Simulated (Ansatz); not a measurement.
**CrN2: equation of state with PBE**

The system is CrN2.

```
CELL_PARAMETERS angstrom
3.90179 0.00000 0.00000
0.00000 4.80951 0.00000
0.00000 0.00000 2.78417
ATOMIC_POSITIONS crystal
Cr 0.00000 0.00000 0.00000
Cr 0.50000 0.50000 0.50000
N 0.86617 0.58878 0.00000
N 0.13383 0.41123 0.00000
N 0.36617 0.91122 0.50000
N 0.63383 0.08878 0.50000
```

The cell comes from a database or a generator and needn't be the stable form of this composition.

* Program: Ansatz 0.2.0
* Task: equation of state
* Functional: PBE
* Potentials or basis: Ansatz PAW
* Cutoff: 420 eV
* Density cutoff: 1680 eV
* k mesh: 7 × 6 × 10
* Occupations: fermi-dirac, width 0.05 eV
* Spin: collinear spin, ferromagnetic start
* Starting moments: [3.0, 3.0, 0.0, 0.0, 0.0, 0.0] μB

```yaml
Equilibrium_volume: 8.68 Å³/atom
Bulk_modulus_at_fixed_shape_and_positions: 262 GPa
Pressure_derivative_of_the_bulk_modulus: 4.6
```

Energy against volume, from the lowest point:
| volume (Å³/atom) | energy (meV/atom) |
| --- | --- |
| 8.185 | 25.09 |
| 8.359 | 9.98 |
| 8.534 | 1.84 |
| 8.708 | 0.00 |
| 8.882 | 3.76 |
| 9.056 | 12.55 |
| 9.230 | 25.78 |

All runs of the series together: 3.9 min on 2 threads of Intel(R) Xeon(R) Processor @ 2.50GHz (Skylake/Cascade Lake), on a shared host.

Caveat: the cell was scaled at fixed shape and fractional positions, which overstates the stiffness of a crystal with free parameters, most of all of layers and chains.
